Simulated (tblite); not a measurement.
# C5H14OSi3: the cost of one run

Programs: tblite 0.8.0 and PySCF 2.14.0, with density-fitted response routines of our own. Each step states its level of theory. These are calculated values for one molecule in the gas phase, unless marked as measured. Atoms are numbered from 0 throughout.

## 1. Starting geometry

23 atoms, charge 0, multiplicity 1; geometry from: force field or distance geometry start.

Bonds of the start (Å): C0–C1 1.22, C1–C2 1.44, C2–C3 1.49, C3–C4 1.51, C3–Si5 1.87, Si5–Si6 2.23, Si5–O7 1.70, O7–Si8 1.72, C0–H9 1.04, C2–H10 1.13, C2–H11 1.13, C3–H12 1.11, C4–H13 1.11, C4–H14 1.10, C4–H15 1.13, Si5–H16 1.48, Si6–H17 1.48, Si6–H18 1.47, Si6–H19 1.47, Si8–H20 1.46, Si8–H21 1.45, Si8–H22 1.48.

## 2. Relaxing the molecule with GFN2-xTB

The job: settings as JSON, then the geometry in Å.

```
{"job": {"kind": "relax", "xc": "GFN2-xTB", "basis": "xTB"}, "charge": 0, "multiplicity": 1}
C      4.299000    -0.189500    -0.645500
C      3.093700    -0.090800    -0.766700
C      1.661400     0.026800    -0.892100
C      0.936400    -0.328600     0.357300
C      1.315300     0.517000     1.551700
Si    -0.921800    -0.201600     0.219000
Si    -1.565800     1.747400    -0.659100
O     -1.512000    -1.486200    -0.724800
Si    -3.124300    -1.761900    -0.183900
H      5.336800    -0.266800    -0.559700
H      1.436200     1.077200    -1.237400
H      1.344600    -0.701400    -1.699500
H      1.165500    -1.384400     0.625500
H      2.001600     1.349500     1.270700
H      1.737300    -0.131200     2.335500
H      0.394100     0.980900     2.009700
H     -1.425800    -0.238400     1.606100
H     -1.640700     2.816800     0.361800
H     -2.939800     1.563200    -1.146900
H     -0.681700     2.203600    -1.746400
H     -3.236600    -1.826900     1.272200
H     -3.669700    -2.994700    -0.725100
H     -4.008500    -0.653100    -0.612200
```

Run with:

```console
$ OMP_NUM_THREADS=1 python probes_run.py task.json out
```

The driver reads the jobs from task.json and runs them one after another.

**Question.** How long does this first job take on 1 thread of Arm Neoverse N1, shared host, and how much memory does it need?

About 3.8 s, with a peak of 0.18 GiB.
